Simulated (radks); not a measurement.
# S⁸⁺ in [He] 2s2 2p4: an all-electron calculation

An exercise on one series of results from a longer session: the logs are not shown, and one member is left open.

Method: scalar-relativistic Kohn-Sham, BLYP, spin-unpolarised, spherical densities, finite nucleus. Code: radks (a radial shooting solver on a logarithmic mesh, Libxc functionals) version 1.

## What is computed

```
element            : sulfur (Z = 16)
charge             : +8
electrons          : 8
configuration      : [He] 2s2 2p4
nuclear rms radius : 3.2611 fm
```

The outer shells:

S⁸⁺
```
[He] core
2s [↑↓]
2p [↑↓][↑ ][↑ ]
```

Set-up of the first run:

The run's settings:

```text
Z 16
configuration [He] 2s2 2p4 3s0 3p0
relativity scalar-relativistic
functional b88,lyp
spin unpolarised
nucleus finite rms 3.2611 fm
c 137.035999084
```

One table of the session follows, with a row left open; its other results are not shown here.

It belongs to the step «Shells». Sizes of the orbitals, from the radial functions (bohr):

| level | <r> | outermost maximum (interpolated) | 90 % within | nodes |
| --- | --- | --- | --- | --- |
| 1s | 0.09669 | 0.0633 | 0.173 | 0 |
| 2s | 0.4517 | 0.375 | 0.700 | 1 |
| 2p | 0.4048 | 0.309 | 0.664 | 0 |
| 3s | 1.194 | 1.12 | 1.73 | 2 |
| 3p | ? | ? | ? | ? |

Q: Estimate the row for 3p from the others.

**Answer.** <r>: 1.202; outermost maximum (interpolated): 1.12; 90 % within: 1.77; nodes: 1. In the column «<r>» it is the highest.

To keep in mind: Spin polarisation and multiplet splitting are left out.
